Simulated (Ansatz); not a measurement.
# Rh: the cost of one run

Computed with Ansatz 0.2.0 (DFT r2SCAN, scalar-relativistic, plane waves, PAW, unless a step's input says otherwise).

### 1 The system as given

Symmetry: Fm-3m, No. 225, cubic system. The conventional cell has a = 3.803 Å, b = 3.803 Å, c = 3.803 Å, α = 90.00°, β = 90.00°, γ = 90.00°. Rh (site symmetry m-3m) has 12 Rh at 2.69 Å as nearest neighbours.

As a file:

```
CELL_PARAMETERS angstrom
0.00000 1.90155 1.90155
1.90155 0.00000 1.90155
1.90155 1.90155 0.00000
ATOMIC_POSITIONS crystal
Rh 0.00000 0.00000 0.00000
```

Source of the structure: the Crystallography Open Database.

### 2 Quick check of gap, pressure and forces

input.yaml

```yaml
crystal:
  lattice:
    - [0.0, 1.90155, 1.90155]
    - [1.90155, 0.0, 1.90155]
    - [1.90155, 1.90155, 0.0]
  atoms:
    - { symbol: Rh, position: [0.0, 0.0, 0.0] }
basis:
  ecutwfc: 500
kpoints:
  mp_grid: { grid: [8, 8, 8] }
hamiltonian:
  xc: r2scan
scf:
  occupations: { method: gaussian, width: 0.1 }
output:
  forces: true
  stress: true
  eigenvalues: true
```

Run with:

```console
$ ansatz run input.yaml --threads 1 --pin off --max-ram 2560MiB --backend cpu --events-out ev --progress --plain --runs-dir out
```

Q: Estimate wall time and peak memory on 1 thread of AMD EPYC (Zen 3), shared host.

About 1.9 s, with a peak of 0.31 GiB.
